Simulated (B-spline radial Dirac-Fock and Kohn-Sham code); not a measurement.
# Lu²⁰⁺: core levels and X-ray properties

What does theory give for the Lu²⁰⁺ ion? The session works out its X-ray form factor and Compton profile, the binding energy of each subshell and its two-hole states.

The numbers are computed with B-spline radial Dirac-Fock and Kohn-Sham code (version 2): a free atom or ion on a radial basis; each step names its model.

## 1. The atom as given

The Lu²⁰⁺ ion in the configuration [Kr] 4d10 4f5.

```
nuclear charge     : 71
electrons          : 51
mass number        : 175
nuclear rms radius : 5.37 fm
```

## 2. X-ray scattering functions

Model: Dirac-Fock average of configuration, finite nucleus; form factor of the spherical density, Waller-Hartree incoherent function, impulse-approximation Compton profiles.

The run's settings:

```ini
task = scatter
Z = 71
charge = 20
configuration = 1s2 2s2 2p6 3s2 3p6 3d10 4s2 4p6 4d10 4f5
mass_number = 175
rms_radius = 5.37  # fm
s = [0.0, 0.03, 0.04, 0.05, 0.07, 0.09, 0.11, 0.14, 0.17, 0.21, 0.27, 0.34, 0.43, 0.54, 0.67, 0.85, 1.06, 1.34, 1.68, 2.11, 2.65, 3.33, 4.19]  # 1/A
pz = [0, 0.1, 0.15, 0.21, 0.31, 0.46, 0.67, 0.97, 1.4, 2.1, 3.0, 4.4, 6.5, 9.5, 14.0, 20.0, 30.0, 43.0, 63.0, 92.0, 130.0]  # a.u.
photon_energy = [1000, 5000, 8047.8, 10000, 20000, 30000, 500000, 1000000]  # eV
```

## 3. Hole states by ΔSCF

Model: Dirac-Fock average of configuration, Delta-SCF, finite nucleus, first-order Breit with its frequency dependence, self-energy and vacuum polarisation.

Recorded inputs:

```ini
task = binding
```

## 4. Double vacancies and Auger multiplets

Model: Dirac-Fock average of configuration, Delta-SCF, finite nucleus, first-order Breit with its frequency dependence, self-energy and vacuum polarisation; two-hole levels by intermediate coupling within the shell, Auger rates as independent-particle Coulomb matrix elements.

Settings, as recorded:

```ini
task = double
```

Q: Predict the outcome of this session. Wanted: rms radius of the electron cloud; form factor halves at; Compton profile at zero; deepest level listed, K; least bound, N6,7; Kα1; largest U, K K; strongest line of K-L123.

**Answer**, as computed:

| quantity | value |
| --- | --- |
| rms radius of the electron cloud | 0.382 bohr |
| form factor halves at | 0.95 1/Å |
| Compton profile at zero | 3.229 1/a.u. |
| deepest level listed, K (1s) | 63884.2 eV |
| least bound, N6,7 (4f) | 531.6 eV |
| Kα1 | 54063.1 eV |
| ionisation energy, NIST (theoretical) | 560.000 eV |
| largest U, K K | 1332.7 eV |
| strongest line of K-L123 | L2L3, J = 2, 42872.4 eV |

**Reading.** The form factor starts at the 51 electrons and halves by s = 0.95 1/Å. Incoherent scattering outweighs coherent from 500 keV on, among the energies asked. The K (1s) level lies 70.9 eV under Koopmans' value by relaxation alone; Breit gives -199.84 and QED -104.34 eV. NIST's ionisation energy differs by +28.35 eV from the least binding energy, within its stated uncertainty. Two holes repel most in K K, by 1332.7 eV, and least in N5 N5, by 41.98 eV. In the K-L123 Auger group the L2L3 J = 2 line carries 38 % of the rate. The Hartree-Fock and Dirac-Fock values hold no electron correlation.
